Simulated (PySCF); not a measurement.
# One shape, several levels: C2H7BO (SMILES CCBO)

Wanted: a comparison of 6 runs (B2PLYP/def2-SVP, B3LYP/def2-SVP, BLYP/def2-SVP, M06-L/def2-SVP, PBE0/def2-SVP, wB97X/def2-SVP) of C2H7BO. The job is set up through a Python script.

Program for the calculation: PySCF 2.14.0.

## (1) The molecule

The species is C2H7BO (11 atoms), meant as a singlet with charge 0. As SMILES, `CCBO`. The coordinates come from a PBE0-D4/def2-TZVP relaxation. This is one conformer, not always the lowest.

Bond lengths: C1–C2 1.528 Å, C2–B3 1.569 Å, B3–O4 1.355 Å, C1–H5 1.093 Å, C1–H6 1.092 Å, C1–H7 1.093 Å, C2–H8 1.098 Å, C2–H9 1.101 Å, B3–H10 1.202 Å, O4–H11 0.962 Å. Some angles: C1–C2–B3 114.3°, C2–B3–O4 123.5°, C1–C2–H8 110.4°, C1–C2–H9 108.7°, B3–C2–H8 111.8°, B3–C2–H9 105.8°, C2–C1–H5 111.4°, C2–C1–H6 111.9°, C2–C1–H7 111.0°, C2–B3–H10 121.4°.

## (2) A single-point energy at B2PLYP/def2-SVP (run 1)

The input, run.py:

```python
# CCBO
from pyscf import gto, dft, mp

mol = gto.Mole()
mol.atom = '''
C   -0.556200   1.314000   0.194100
C   -0.148100  -0.126400   0.498700
B    0.844200  -0.749700  -0.545000
O    0.775200  -2.034600  -0.968200
H   -1.123600   1.378600  -0.737900
H   -1.178100   1.737200   0.986300
H    0.322300   1.954000   0.082400
H   -1.037300  -0.754700   0.640300
H    0.380300  -0.147700   1.464300
H    1.748300  -0.108300  -1.010000
H    0.038500  -2.519500  -0.584400
'''
mol.max_memory = 1860
mol.verbose = 3
mol.basis = 'def2-svp'
mol.charge = 0
mol.build()

mf = dft.RKS(mol)
mf.xc = '0.53*HF + 0.47*B88, 0.73*LYP'
mf.conv_tol = 1e-10
mf.grids.level = 5
mf.kernel()
if not mf.converged:
    mf = mf.newton().run(mf.mo_coeff, mf.mo_occ)

pt = mp.MP2(mf, frozen=4).run()
energy = mf.e_tot + 0.27 * pt.e_corr
print('PT2 part  %.8f' % (0.27 * pt.e_corr))
print('E(%s) = %.9f' % ('B2PLYP', energy))
```

Run with:

```
$ OMP_NUM_THREADS=1 python run.py
```

The log of the run:

```text
converged SCF energy = -180.031740123045
E(RMP2) = -180.715152031413  E_corr = -0.683411908367607
E(SCS-RMP2) = -180.713310913179  E_corr = -0.681570790134199
PT2 part  -0.18452122
E(B2PLYP) = -180.216261338
```

Wall time 19 s (1 thread of Intel Xeon at 2.70GHz, shared host); peak memory 0.45 GiB.

## (3) The energy at B3LYP/def2-SVP (run 2)

The input, input.py:

```python
# CCBO
from pyscf import gto, dft

molecule = gto.M(
    atom='''
C     -1.051066     2.483100     0.366796
C     -0.279868    -0.238861     0.942406
B      1.595307    -1.416728    -1.029901
O      1.464916    -3.844837    -1.829633
H     -2.123296     2.605176    -1.394429
H     -2.226286     3.282832     1.863837
H      0.609059     3.692525     0.155713
H     -1.960213    -1.426176     1.209992
H      0.718663    -0.279113     2.767126
H      3.303808    -0.204657    -1.908623
H      0.072754    -4.761165    -1.104356
''',
    max_memory=1860,
    verbose=3,
    charge=0,
    spin=0,
    basis='def2-svp',
    unit='bohr',
)

mf = dft.RKS(molecule, xc='b3lyp')
mf.conv_tol = 1e-10
mf.grids.level = 5
mf.kernel()
if not mf.converged:
    mf = mf.newton().run(mf.mo_coeff, mf.mo_occ)

etot = mf.e_tot
print(f'total energy: {etot:.8f} hartree')
```

Run with:

```
$ OMP_NUM_THREADS=1 python input.py
```

The log of the run:

```text
converged SCF energy = -180.421943024823
total energy: -180.42194302 hartree
```

Wall time 20 s (1 thread of Intel Xeon at 2.70GHz, shared host); peak memory 0.45 GiB.

Run 3 isn't shown in full; the table further down has it.

## (4) The energy at M06-L/def2-SVP (run 4)

The input, input.py:

```python
# CCBO
from pyscf import gto, dft

molecule = gto.M(
    atom=[
    ('C', (-0.556200, 1.314000, 0.194100)),
    ('C', (-0.148100, -0.126400, 0.498700)),
    ('B', (0.844200, -0.749700, -0.545000)),
    ('O', (0.775200, -2.034600, -0.968200)),
    ('H', (-1.123600, 1.378600, -0.737900)),
    ('H', (-1.178100, 1.737200, 0.986300)),
    ('H', (0.322300, 1.954000, 0.082400)),
    ('H', (-1.037300, -0.754700, 0.640300)),
    ('H', (0.380300, -0.147700, 1.464300)),
    ('H', (1.748300, -0.108300, -1.010000)),
    ('H', (0.038500, -2.519500, -0.584400)),
],
    max_memory=1860,
    spin=0,
    verbose=4,
    basis='def2-svp',
)

ks = dft.RKS(molecule, xc='m06-l')
ks.grids.level = 5
ks.conv_tol = 1e-10
ks.kernel()
if not ks.converged:
    ks = ks.newton().run(ks.mo_coeff, ks.mo_occ)

energy = ks.e_tot
print(f'total energy: {energy:.8f} hartree')
```

Run with:

```
$ OMP_NUM_THREADS=1 python input.py
```

The log of the run:

```text
PySCF version 2.14.0

[... 81 lines left out ...]
converged SCF energy = -180.391205112562
total energy: -180.39120511 hartree
```

Run time: 37 s. Hardware: 1 thread of Intel Xeon at 2.70GHz, shared host; peak memory 0.5 GiB.

Run 5 isn't shown in full; the table further down has it.

## (5) The energy at wB97X/def2-SVP (run 6)

The input, job.py:

```python
from pyscf import gto, dft

mol = gto.M(
    atom='''
C     -0.556200     1.314000     0.194100
C     -0.148100    -0.126400     0.498700
B      0.844200    -0.749700    -0.545000
O      0.775200    -2.034600    -0.968200
H     -1.123600     1.378600    -0.737900
H     -1.178100     1.737200     0.986300
H      0.322300     1.954000     0.082400
H     -1.037300    -0.754700     0.640300
H      0.380300    -0.147700     1.464300
H      1.748300    -0.108300    -1.010000
H      0.038500    -2.519500    -0.584400
''',
    max_memory=1860,
    basis='def2-svp',
    verbose=4,
)

mf = dft.RKS(mol, xc='wb97x')
mf.conv_tol = 1e-10
mf.grids.level = 5
mf.kernel()
if not mf.converged:
    mf = mf.newton().run(mf.mo_coeff, mf.mo_occ)

e_tot = mf.e_tot
print('E(%s) = %.9f' % ('WB97X', e_tot))
```

Run with:

```
$ OMP_NUM_THREADS=1 python job.py
```

The log of the run:

```text
PySCF version 2.14.0

[... 78 lines left out ...]
converged SCF energy = -180.368575351221
E(WB97X) = -180.368575351
```

Run time: 25 s. Hardware: 1 thread of Intel Xeon at 2.70GHz, shared host; peak memory 0.46 GiB.

## (6) Overview of the runs

```tsv
run	level	frozen core orbitals	energy (Eh)	dipole moment (D)	HOMO energy (eV)	LUMO energy (eV)	wall time
1	B2PLYP/def2-SVP	4	-180.216261	1.91	-9.57	1.76	19 s
2	B3LYP/def2-SVP	–	-180.421943	1.89	-7.96	0.14	20 s
3	BLYP/def2-SVP	–	-180.323241	1.87	-6.60	-0.50	20 s
4	M06-L/def2-SVP	–	-180.391205	1.95	-7.03	-0.13	37 s
5	PBE0/def2-SVP	–	-180.197820	1.92	-8.19	0.36	19 s
6	wB97X/def2-SVP	–	-180.368575	1.91	-10.67	2.70	25 s
```

## (7) Results

```
            quantity          value
 run 6: total energy  -180.36858 Eh
run 6: dipole moment         1.91 D
  run 6: HOMO energy      -10.67 eV
  run 6: LUMO energy        2.70 eV
run 6: HOMO–LUMO gap       13.37 eV
```

The dipole moment (its size) runs from 1.87 D (BLYP/def2-SVP) to 1.95 D (M06-L/def2-SVP). The HOMO–LUMO gap runs from 6.10 eV (BLYP/def2-SVP) to 13.37 eV (wB97X/def2-SVP). Totals of different functionals can't be ranked against each other. All runs together took 2.3 min, the longest 37 s.
